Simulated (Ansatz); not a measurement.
**CH₃Se+ (SMILES [CH2+][SeH]): functionals against CCSD(T) at one geometry**

One table from this session's results is given with a row withheld; the runs are named, their logs left out.

Program: Ansatz 0.2.0, Gaussian basis. Level of theory: single points in def2-TZVPP. These are calculated values, not measurements.

Cores are frozen in the correlated methods. Filled d shells of the heavier atoms are correlated.

## The starting structure

SMILES `[CH2+][SeH]`, 5 atoms, charge 1, spin multiplicity 1.

Atoms are counted from 1 here; the program's logs count them from 0.

Bond lengths: C1–Se2 1.774 Å, C1–H3 1.074 Å, C1–H4 1.022 Å, Se2–H5 1.406 Å. Angles: Se2–C1–H3 119.7°, Se2–C1–H4 118.0°, H3–C1–H4 122.3°, C1–Se2–H5 102.5°.

Coordinates:

```
C    -0.54420   -0.20330   -0.25870
Se    0.95210    0.74910   -0.30990
H    -0.77210   -0.78950    0.61140
H    -1.17600   -0.14700   -1.05990
H     1.55480    0.43580    0.92150
```

Set-up of the first run:

Input file run/in.yaml:

```yaml
crystal:
  periodic: [false, false, false]
  atoms:
    - {symbol: C, position_ang: [-0.544200, -0.203300, -0.258700]}
    - {symbol: Se, position_ang: [0.952100, 0.749100, -0.309900]}
    - {symbol: H, position_ang: [-0.772100, -0.789500, 0.611400]}
    - {symbol: H, position_ang: [-1.176000, -0.147000, -1.059900]}
    - {symbol: H, position_ang: [1.554800, 0.435800, 0.921500]}
basis:
  gaussian: {orbitals: def2-TZVPP}
total_charge: 1
correlation: {method: ccsd_t}
output: {forces: true}
```

No record of the launch command was kept for these runs.

Among the steps run: CCSD(T)/def2-TZVPP; PBE0-D4/def2-TZVPP; wB97M-V/def2-TZVPP; r2SCAN-D4/def2-TZVPP; PBE-D4/def2-TZVPP; B97M-V/def2-TZVPP; revPBE-D4/def2-TZVPP.

One table of the session follows, with a row left open; its other results are not shown here.

| method | RMS force component (eV/Å) | angle to CCSD(T) forces (°) |
| --- | --- | --- |
| CCSD(T) | 1.317 | reference |
| PBE0-D4 | 1.443 | 6.3 |
| wB97M-V | 1.408 | 8.1 |
| r2SCAN-D4 | 1.400 | 3.5 |
| PBE-D4 | ? | ? |
| B97M-V | 1.330 | 6.8 |
| revPBE-D4 | 1.459 | 6.5 |

Estimate the missing values for PBE-D4.

The run gave: RMS force component (eV/Å): 1.471; angle to CCSD(T) forces (°): 5.3. In the column «RMS force component (eV/Å)» it is the highest.
